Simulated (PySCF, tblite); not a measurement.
**C₈H₁₃NP+: geometry, infrared bands and NMR shifts**

What infrared bands and NMR shifts should C₈H₁₃NP+ (`CC[P@H+](C)c1cccnc1`) show?

Programs: tblite 0.8.0 and PySCF 2.14.0, with density-fitted response routines of our own. Each step states its level of theory. These are calculated values for one molecule in the gas phase, unless marked as measured. Atoms are numbered from 0 throughout.

## (1) The starting structure

23 atoms, charge 1, multiplicity 1; geometry from: force field or distance geometry start.

Bonds of the start (Å): C0–C1 1.51, C1–P2 1.81, P2–C3 1.79, P2–C4 1.75, C4–C5 1.38, C5–C6 1.40, C6–C7 1.38, C7–N8 1.35, N8–C9 1.36, C9–C4 1.39, C0–H10 1.10, C0–H11 1.08, C0–H12 1.11, C1–H13 1.09, C1–H14 1.10, P2–H15 1.41, C3–H16 1.09, C3–H17 1.11, C3–H18 1.09, C5–H19 1.09, C6–H20 1.09, C7–H21 1.08, C9–H22 1.08.

## (2) Relaxing the molecule with GFN2-xTB

What the job is given:

```
{"job": {"kind": "relax", "xc": "GFN2-xTB", "basis": "xTB"}, "charge": 1, "multiplicity": 1}
C     -1.774400     1.829200     0.939500
C     -1.893100     0.328100     0.829000
P     -1.059100    -0.348800    -0.623700
C     -1.394700    -2.100900    -0.506500
C      0.660400    -0.076500    -0.502500
C      1.416000    -0.530000     0.564000
C      2.790100    -0.276200     0.596800
C      3.360500     0.426500    -0.447200
N      2.657900     0.874600    -1.509100
C      1.321700     0.617700    -1.508900
H     -2.201300     2.304700     0.044300
H     -0.741900     2.141300     1.029700
H     -2.332900     2.200500     1.825100
H     -2.941000     0.039700     0.788700
H     -1.471000    -0.131400     1.739200
H     -1.565800     0.211800    -1.813700
H     -0.896500    -2.639400    -1.309300
H     -1.036200    -2.513400     0.454300
H     -2.469700    -2.291400    -0.562000
H      0.957400    -1.074700     1.385700
H      3.397300    -0.616200     1.431600
H      4.416600     0.644500    -0.469600
H      0.795200     1.007200    -2.365300
```

Started as:

```console
OMP_NUM_THREADS=1 python probes_run.py task.json out
```

This one command runs all jobs of the session in turn.

**Question.** This job is followed by: GFN2-xTB harmonic vibrations, gas phase; GIAO PBE0/pcSseg-1 NMR shielding, non-relativistic, gas phase. Predict these results of the whole session: strongest single infrared mode (GFN2-xTB); zero-point energy (GFN2-xTB); ¹³C shifts against TMS (PBE0/pcSseg-1); ¹H shifts against TMS (PBE0/pcSseg-1, means over atoms taken as alike); ³¹P shifts against H3PO4 (PBE0/pcSseg-1); ¹⁵N shifts against NH3 (PBE0/pcSseg-1).

**Answer**, as computed:

| quantity | value |
| --- | --- |
| strongest single infrared mode (GFN2-xTB) | 881 cm⁻¹, 134 km/mol |
| zero-point energy (GFN2-xTB) | 117.0 kcal/mol |
| ¹³C shifts against TMS (PBE0/pcSseg-1) | 166.9, 158.6, 143.2, 131.9, 113.8, 22.2, 10.4, 9.5 ppm |
| ¹H shifts against TMS (PBE0/pcSseg-1, means over atoms taken as alike) | 9.82, 9.27, 8.15, 8.13, 5.97, 2.58, 2.57, 2.28, 1.44 ppm |
| ³¹P shifts against H3PO4 (PBE0/pcSseg-1) | -7.3 ppm |
| ¹⁵N shifts against NH3 (PBE0/pcSseg-1) | 374.0 ppm |

What this shows: The optimisation took 42 steps and gained 0.261 eV; among the close pairs (by a distance rule), P2–C4 changed most, from 1.745 to 1.795 Å. All 63 modes are real, so the xTB geometry is a minimum. The strongest single mode, at 881 cm⁻¹, is spread over many atoms; the largest shares are those of H18, H16. GFN2-xTB is a fitted tight-binding method: band positions and strengths are rough. Its intensities can rank the bands wrongly. At PBE0/pcSseg-1: The widest tensor belongs to N8: span 756 ppm, with a paramagnetic part of -435 ppm. NICS(1)zz of -27 ppm above the planar ring from C4 marks a diatropic (aromatic) ring current.
